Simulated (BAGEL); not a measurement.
# BSiH2F2 (SMILES FB(F)[SiH2]): UHF/3-21G (density fitting with qzvpp-jkfit)

Aim: the vertical electron affinity of BSiH2F2 at UHF/3-21G (density fitting with qzvpp-jkfit), from 2 runs. 

The calculation is run with BAGEL 1.2.2.

2 further runs of the same task are left out: 2 that didn't finish.

## (1) Starting point

BSiH2F2: 6 atoms, total charge 0, spin state doublet. SMILES: `FB(F)[SiH2]`. The shape is that of a GFN2-xTB optimisation.

Bond lengths: F1–B2 1.338 Å, B2–F3 1.338 Å, B2–Si4 1.901 Å, Si4–H5 1.459 Å, Si4–H6 1.459 Å. Angles: F1–B2–F3 112.7°, F1–B2–Si4 123.7°, F3–B2–Si4 123.6°, B2–Si4–H5 125.0°, B2–Si4–H6 125.1°, H5–Si4–H6 109.9°.

## (2) The energy at UHF/3-21G (density fitting with qzvpp-jkfit)

Contents of hf.json:

```json
{ "bagel" : [

{
  "title" : "molecule",
  "basis" : "3-21g",
  "df_basis" : "qzvpp-jkfit",
  "angstrom" : true,
  "geometry" : [
    { "atom" : "F", "xyz" : [       1.138830,      -0.662010,       1.575080 ] },
    { "atom" : "B", "xyz" : [       0.528980,      -0.732460,       0.385910 ] },
    { "atom" : "F", "xyz" : [       0.712660,      -1.911280,      -0.220160 ] },
    { "atom" : "Si", "xyz" : [      -0.490810,       0.686850,      -0.361790 ] },
    { "atom" : "H", "xyz" : [      -1.171950,       0.637840,      -1.650550 ] },
    { "atom" : "H", "xyz" : [      -0.717730,       1.981070,       0.271500 ] }
  ]
},

{ "title" : "uhf", "nopen" : 1 },

{ "title" : "print", "file" : "orbitals.molden", "orbitals" : true }

]}
```

Started as:

```bash
$ BAGEL_NUM_THREADS=1 BAGEL hf.json > hf.out
```

What it wrote:

```text
* using 1 threads per process

  ===============================================================
  ===============================================================

  *** Geometry ***

  { "atom" : "F", "xyz" : [      2.152077,     -1.251018,      2.976470 ] },
  { "atom" : "B", "xyz" : [      0.999627,     -1.384149,      0.729264 ] },
  { "atom" : "F", "xyz" : [      1.346732,     -3.611796,     -0.416042 ] },
  { "atom" : "Si", "xyz" : [     -0.927496,      1.297958,     -0.683684 ] },
  { "atom" : "H", "xyz" : [     -2.214665,      1.205343,     -3.119087 ] },
  { "atom" : "H", "xyz" : [     -1.356313,      3.743680,      0.513061 ] },

  Number of auxiliary basis functions:      393

  Since a DF basis is specified, we compute 2- and 3-index integrals:
    o Being stored without compression. Storage requirement is 0.006 GB

  Number of basis functions:       44
  Number of electrons      :       39

    * METHOD: MOLECULE                             0.09

  *** Open-shell HF ***

  === Nuclear Repulsion ===
   137.9857602518

      * DIIS with orbital gradients will be used.

  === UHF iteration (3-21g) ===
      0       -510.84374686          0.06133806           0.03
      1       -510.95508079          0.03639946           0.03
      2       -510.98321271          0.02072802           0.03
      3       -510.99597054          0.00095974           0.03
      4       -510.99632043          0.00024792           0.03
      5       -510.99639850          0.00010070           0.03
      6       -510.99642606          0.00002306           0.03
      7       -510.99642933          0.00000916           0.03
      8       -510.99643058          0.00000144           0.03
      9       -510.99643069          0.00000085           0.03
     10       -510.99643074          0.00000048           0.03
     11       -510.99643076          0.00000020           0.03
     12       -510.99643076          0.00000007           0.03
     13       -510.99643076          0.00000002           0.03
     14       -510.99643076          0.00000001           0.03
    * SCF iteration converged.

    * S^2 (UHF) is 0.7624

    * Permanent dipole moment:
           (    0.359593,    -0.503450,     0.264185) a.u.

    * METHOD: UHF                                  0.53

    * METHOD: PRINT                                0.00

  ===============================================================
```

Wall time 0.74 s (1 thread of Arm Neoverse V2, shared host).

## (3) The singlet anion, same level

Contents of input.json:

```json
{ "bagel" : [

{
  "title" : "molecule",
  "basis" : "3-21g",
  "df_basis" : "qzvpp-jkfit",
  "angstrom" : true,
  "geometry" : [
    { "atom" : "F", "xyz" : [       1.138830,      -0.662010,       1.575080 ] },
    { "atom" : "B", "xyz" : [       0.528980,      -0.732460,       0.385910 ] },
    { "atom" : "F", "xyz" : [       0.712660,      -1.911280,      -0.220160 ] },
    { "atom" : "Si", "xyz" : [      -0.490810,       0.686850,      -0.361790 ] },
    { "atom" : "H", "xyz" : [      -1.171950,       0.637840,      -1.650550 ] },
    { "atom" : "H", "xyz" : [      -0.717730,       1.981070,       0.271500 ] }
  ]
},

{
  "title" : "hf",
  "charge" : -1
},

{
  "title" : "print",
  "file" : "orbitals.molden",
  "orbitals" : true
}

]}
```

Started as:

```bash
$ BAGEL_NUM_THREADS=1 BAGEL input.json > input.out
```

What it wrote:

```text
* using 1 threads per process

  ===============================================================
  ===============================================================

  *** Geometry ***

  { "atom" : "F", "xyz" : [      2.152077,     -1.251018,      2.976470 ] },
  { "atom" : "B", "xyz" : [      0.999627,     -1.384149,      0.729264 ] },
  { "atom" : "F", "xyz" : [      1.346732,     -3.611796,     -0.416042 ] },
  { "atom" : "Si", "xyz" : [     -0.927496,      1.297958,     -0.683684 ] },
  { "atom" : "H", "xyz" : [     -2.214665,      1.205343,     -3.119087 ] },
  { "atom" : "H", "xyz" : [     -1.356313,      3.743680,      0.513061 ] },

  Number of auxiliary basis functions:      393

  Since a DF basis is specified, we compute 2- and 3-index integrals:
    o Being stored without compression. Storage requirement is 0.006 GB

  Number of basis functions:       44
  Number of electrons      :       39

    * METHOD: MOLECULE                             0.08

  *** RHF ***

  === Nuclear Repulsion ===
   137.9857602518

      * DIIS with orbital gradients will be used.

  === RHF iteration (3-21g) ===
      0       -510.87862595          0.02894628           0.02
      1       -510.97364133          0.01599348           0.02
      2       -511.00378890          0.00134362           0.02
      3       -511.00438426          0.00015996           0.02
      4       -511.00439712          0.00004966           0.02
      5       -511.00439834          0.00001169           0.02
      6       -511.00439843          0.00000313           0.02
      7       -511.00439844          0.00000116           0.02
      8       -511.00439844          0.00000045           0.02
      9       -511.00439844          0.00000013           0.02
     10       -511.00439844          0.00000003           0.02
     11       -511.00439844          0.00000001           0.02
     12       -511.00439844          0.00000000           0.02
    * SCF iteration converged.

    * Permanent dipole moment:
           (   -0.686576,     0.958513,    -0.506381) a.u.

    * METHOD: HF                                   0.27

    * METHOD: PRINT                                0.00

  ===============================================================
```

Run time: 0.48 s. Hardware: 1 thread of Arm Neoverse V2, shared host.

## (4) Outcome

At UHF/3-21G (density fitting with qzvpp-jkfit):

```
                                                            quantity          value
                                       doublet BSiH2F2: total energy  -510.99643 Eh
                                      doublet BSiH2F2: dipole moment         1.71 D
                                               doublet BSiH2F2: ⟨S²⟩          0.762
                                         singlet anion: total energy  -511.00440 Eh
                                          singlet anion: HOMO energy       -0.81 eV
                                          singlet anion: LUMO energy       10.44 eV
singlet anion: HOMO–LUMO gap (to an unbound level, set by the basis)       11.24 eV
                   vertical electron affinity (to the singlet anion)       0.217 eV
```

What this shows: At fixed nuclei the extra electron is bound by 0.22 eV (5.0 kcal/mol). The basis has no diffuse functions, so the error can be as large as this value.
